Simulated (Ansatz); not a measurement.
# HBr with H₂S: superposition error and deformation, part 3 of 3

Ansatz 0.2.0, Gaussian basis.

### 25 B97M-V/def2-TZVPPD

The inputs:

free-a/in.yaml

```yaml
crystal:
  periodic: [false, false, false]
  atoms:
    - {symbol: Br, position_ang: [-0.459167, 0.508708, -2.486418]}
    - {symbol: H, position_ang: [-0.079800, 0.014678, -1.209791]}
basis:
  gaussian: {orbitals: "def2-TZVPPD.json"}
hamiltonian: {xc: {name: B97M-V}}
```

free-b/in.yaml

```yaml
crystal:
  periodic: [false, false, false]
  atoms:
    - {symbol: S, position_ang: [0.469579, -0.662443, 0.983957]}
    - {symbol: H, position_ang: [0.854327, 0.581218, 1.307393]}
    - {symbol: H, position_ang: [-0.784839, -0.442160, 1.404958]}
basis:
  gaussian: {orbitals: "def2-TZVPPD.json"}
hamiltonian: {xc: {name: B97M-V}}
```

Each run has its own folder and the same command.

Command:

```console
> ansatz run in.yaml --threads 2 --pin off --events-out ev --progress --plain --max-ram 5222MiB
```

free-a printed, cut to the lines that bear on the results:

```text
Functional definition: B97M-V
  name "B97M-V"
  cite "Mardirossian & Head-Gordon, J. Chem. Phys. 142, 074111 (2015) doi:10.1063/1.4907719"
  cite "Becke, J. Chem. Phys. 107, 8554 (1997) doi:10.1063/1.475007"
  cite "Vydrov & Van Voorhis, J. Chem. Phys. 133, 244103 (2010) doi:10.1063/1.3521275"
  # Of w^i u^j: cxij and so on, Table III.
[...]
  gx(w, u) = cx00 + cx01*u + cx02*u^2 + (cx10 + cx11*u)*w
[...]
  gos(w, u) = cos00 + cos01*u + cos03*u^3 + cos10*w + cos32*w^3*u^2
[...]
      + integral(e_c_pw_mod_opposite_spin*gos(b97_w_opposite, b97_u_opposite)) + vv10(b, c)
479 factors; their error is unknown
[...]
mean field -70050.15838517 eV, -2574.2958389521 hartree, gradient 2.3e-5 eV, S^2 0.000000; 0 other end points of the search recorded, 0 dependent functions left out
reference -70050.15844903 eV, -2574.2958412991 hartree; 18, 18 occupied and 56, 56 virtual orbitals, 479 factors
Total energy: -70050.15844903 eV, -2574.2958412991 hartree
```

free-b printed, cut to the lines that bear on the results:

```text
[... 5 set-up lines as earlier in the session ...]
  # Of w^i u^j: cxij and so on, Table III.
[...]
  gx(w, u) = cx00 + cx01*u + cx02*u^2 + (cx10 + cx11*u)*w
[...]
  gos(w, u) = cos00 + cos01*u + cos03*u^3 + cos10*w + cos32*w^3*u^2
[...]
      + integral(e_c_pw_mod_opposite_spin*gos(b97_w_opposite, b97_u_opposite)) + vv10(b, c)
436 factors; their error is unknown
[...]
mean field -10865.58997081 eV, -399.3030664657 hartree, gradient 3.1e-5 eV, S^2 0.000000; 0 other end points of the search recorded, 0 dependent functions left out
reference -10865.59004201 eV, -399.3030690824 hartree; 9, 9 occupied and 76, 76 virtual orbitals, 436 factors
Total energy: -10865.59004201 eV, -399.3030690824 hartree
```

They took 1.2 s (free-a), 1.2 s (free-b) on 2 threads of Arm Neoverse V2, shared host.

### 26 HSE06-D4/def2-TZVPPD

Each input of step 25 (free-a, free-b) changes in the same lines:

```diff
-hamiltonian: {xc: {name: B97M-V}}
+hamiltonian: {xc: hse06, dispersion: d4}
```

The same command starts each run, in its folder.

Command:

```console
> ansatz run in.yaml --threads 2 --pin off --events-out ev --progress --plain --max-ram 5222MiB
```

free-a printed, cut to the lines that bear on the results:

```text
[... 6 set-up lines as earlier in the session ...]
[...]
531 factors; their error is unknown
36 factors; integrals over basis functions are off by at most 9.7e-5 eV
[...]
mean field -70054.73058624 eV, -2574.4638642426 hartree, gradient 8.9e-5 eV, S^2 0.000000; 0 other end points of the search recorded, 0 dependent functions left out
reference -70054.73062407 eV, -2574.4638656326 hartree; 18, 18 occupied and 56, 56 virtual orbitals, 531 factors
Total energy: -70054.73569842 eV, -2574.4640521117 hartree
```

Output in free-b, cut to the lines that bear on the results:

```text
[... 6 set-up lines as earlier in the session ...]
[...]
474 factors; their error is unknown
41 factors; integrals over basis functions are off by at most 9.6e-5 eV
[...]
mean field -10864.30226408 eV, -399.2557441163 hartree, gradient 7.2e-6 eV, S^2 0.000000; 0 other end points of the search recorded, 0 dependent functions left out
reference -10864.30231046 eV, -399.2557458208 hartree; 9, 9 occupied and 76, 76 virtual orbitals, 474 factors
Total energy: -10864.31343233 eV, -399.2561545422 hartree
```

Wall times: 0.5 s (free-a), 0.4 s (free-b) on 2 threads of Arm Neoverse V2, shared host.

### 27 CCSD(T)/def2-TZVPPD

Each input of step 26 (free-a, free-b) changes in the same lines:

```diff
-hamiltonian: {xc: hse06, dispersion: d4}
+correlation: {method: ccsd_t}
```

The same command starts each run, in its folder.

Command:

```console
> ansatz run in.yaml --threads 2 --pin off --events-out ev --progress --plain --max-ram 5222MiB
```

Output in free-a, cut to the lines that bear on the results:

```text
[... 4 set-up lines as earlier in the session ...]
[...]
448 factors; integrals over basis functions are off by at most 1.5e-3 eV
[...]
mean field -70014.95855349 eV, -2573.0022689972 hartree, gradient 1.7e-6 eV, S^2 0.000000; 0 other end points of the search recorded, 0 dependent functions left out
9 core orbitals not correlated: weight in the atoms' cores, before any rotation towards them, 1.000 or more for the frozen orbitals, at most 0.000 for the correlated occupied ones
reference -70014.95855349 eV, -2573.0022689972 hartree; 9, 9 occupied and 56, 56 virtual orbitals, 448 factors
second order -7.87999597 eV of doubles, -0.00000000 eV of singles
cycle   1  -7.96290579 eV  change   -8.3e-2 eV  update   4.5e-2
[...]
cycle   7  -8.14974300 eV  change    2.8e-6 eV  update   1.3e-5
perturbative correction -0.24559623 eV, -0.0090254951 hartree
Total energy: -70023.35389272 eV, -2573.3107920235 hartree
```

Output in free-b, cut to the lines that bear on the results:

```text
[... 4 set-up lines as earlier in the session ...]
[...]
471 factors; integrals over basis functions are off by at most 7.7e-4 eV
[...]
mean field -10849.41073687 eV, -398.7084905853 hartree, gradient 4.3e-6 eV, S^2 0.000000; 0 other end points of the search recorded, 0 dependent functions left out
5 core orbitals not correlated: weight in the atoms' cores, before any rotation towards them, 1.000 or more for the frozen orbitals, at most 0.000 for the correlated occupied ones
reference -10849.41073687 eV, -398.7084905853 hartree; 4, 4 occupied and 76, 76 virtual orbitals, 471 factors
second order -5.23515086 eV of doubles, -0.00000000 eV of singles
cycle   1  -5.71317922 eV  change   -4.8e-1 eV  update   4.9e-2
[...]
cycle   8  -5.89248923 eV  change    4.0e-6 eV  update   7.4e-6
perturbative correction -0.22659982 eV, -0.0083273899 hartree
Total energy: -10855.52982593 eV, -398.9333629605 hartree
```

They took 0.55 s (free-a), 0.45 s (free-b) on 2 threads of Arm Neoverse V2, shared host.

### 28 The split

```
      method  interaction with counterpoise (kcal/mol)  without  superposition error  deformation  binding energy
      PBE-D4                                     -4.75    -4.89                 0.14        -0.01           -4.76
   revPBE-D4                                     -4.09    -4.24                 0.14        -0.02           -4.11
     BLYP-D4                                     -3.88    -4.02                 0.14        -0.06           -3.94
   r2SCAN-D4                                     -3.99    -4.12                 0.12         0.16           -3.83
      B97M-V                                     -3.22    -3.37                 0.16         0.24           -2.97
     PBE0-D4                                     -4.20    -4.34                 0.14         0.17           -4.03
    B3LYP-D4                                     -3.70    -3.84                 0.14         0.11           -3.59
    HSE06-D4                                     -4.24    -4.39                 0.14         0.17           -4.08
     wB97X-V                                     -2.94    -3.08                 0.14         0.22           -2.72
     wB97M-V                                     -2.86    -3.01                 0.16         0.21           -2.65
      B2PLYP                                     -2.52    -2.84                 0.33         0.20           -2.31
Hartree-Fock                                      0.34     0.19                 0.15         0.38            0.72
         MP2                                     -3.07    -3.85                 0.78         0.34           -2.72
        CCSD                                     -1.75    -2.49                 0.74         0.26           -1.49
     CCSD(T)                                     -2.24    -3.03                 0.79         0.23           -2.01
```

### 29 What came out

This closing draws on all 3 parts.

| quantity | value |
| --- | --- |
| interaction, CCSD(T) | -2.24 kcal/mol |
| superposition error | 0.79 kcal/mol |
| deformation | 0.23 kcal/mol |
| binding energy | -2.01 kcal/mol |

In this basis the superposition error is 0.79 kcal/mol for CCSD(T) and 0.14 kcal/mol on average for the plain functionals: correlated methods borrow far more, since they need many more functions to converge. Deformation takes back 10 % of the interaction. The free shapes are PBE0-D4 minima, so other methods can show a small negative deformation energy.
